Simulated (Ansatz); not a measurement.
Run this with the Python package of Ansatz (0.2.0) and show what comes out.

The script, `plus_u.py`:
```python
"""How the states of MnCl2 follow the Hubbard U."""

import warnings

import ansatz as az
from ase import Atoms
import numpy as np


def count_gap(report):
    # lowest empty less highest filled band, counting bands; zero where they overlap
    return max(report.get("gap_by_band_count_ev") or 0.0, 0.0)

warnings.simplefilter("ignore", az.DeckWarning)

atoms = Atoms(
    ["Mn", "Cl", "Cl"],
    scaled_positions=[
        (0.0, 0.0, 0.0),
        (0.25, 0.25, 0.25),
        (0.75, 0.75, 0.75),
    ],
    cell=[
        (1.843, 1.064057, 5.823333),
        (-1.843, 1.064057, 5.823333),
        (0.0, -2.128113, 5.823333),
    ],
    pbc=True,
)
atoms.set_initial_magnetic_moments([2.8, 0.0, 0.0])
crystal = az.Crystal.from_ase(atoms)

model = (
    crystal.calculation()
    .kpoints(mesh=(7, 7, 7))
    .occupations(az.OccupationsMethod.FERMI_DIRAC, width=0.1)
    .functional("r2scan")
    .spin(az.SpinTreatment.COLLINEAR)
    .band_table()
)
rows = []
for u in [0.0, 2.0, 4.0, 6.0]:
    data = model.hubbard("Mn", "d", u_eff=u).run().report
    shell = data["hubbard"]["n_scf"]
    rows.append((u, count_gap(data), sum(shell) / len(shell), max(abs(m) for m in data["site_moments_mub"]), data["n_iterations"]))
lines = [",".join(["U_eff eV", "gap by band count eV", "Mn d occupation (projector)", "largest moment muB", "iterations"])] + [",".join(f"{v:.4f}" if isinstance(v, float) else str(v) for v in row) for row in rows]
print("\n".join(lines))
with open("plus_u.csv", "w") as handle:
    handle.write("\n".join(lines) + "\n")
print("eigenvalues of the first occupation matrix at the last U, by spin:")
for channel in data["hubbard"]["n_eig"][0]:
    print("  ", " ".join(f"{n:.3f}" for n in channel))
```

```console
$ python plus_u.py
U_eff eV,gap by band count eV,Mn d occupation (projector),largest moment muB,iterations
0.0000,2.9010,5.2731,4.4952,18
2.0000,4.0258,5.2281,4.5398,14
4.0000,4.6793,5.1899,4.5759,14
6.0000,4.8119,5.1583,4.6044,13
eigenvalues of the first occupation matrix at the last U, by spin:
   0.997 0.997 0.999 0.999 0.999
   0.013 0.014 0.014 0.064 0.064
```

From U = 0 to 6 eV the largest site moment goes from 4.50 to 4.60 μB.

Notes:
- The magnetic order follows from the starting moments and needn't be the lowest.
- Along an axis with an odd division the mesh misses the point at one half; a gap read on a finite mesh is an upper bound on this functional's gap.
- Semilocal gaps usually lie well under measured ones.
- With one magnetic atom the cell can hold only ferromagnetic order.
- Of the deposited cell: the entry's cell lengths or inner coordinates differ somewhat from later room-temperature determinations.
- An opening on this mesh may only mean that it misses a point where bands touch.
- The starting cell is as deposited in a crystallographic database; the results hold for this polymorph, which needn't be the stable one.
- Gaps and levels are Kohn-Sham values on a finite set of k-points.
- Shell occupations and the effect of U depend on the projectors; a run with no .spin step is spin-unpolarised, and each U may end in a state that isn't the lowest.
- The whole script took 120 s on 1 thread of Arm Neoverse V1 (shared host), peak memory 0.65 GiB.

(A comment or docstring line of the script was reworded after the run, the code is as it ran; lines on the test bed's own set-up are left out of the output.)
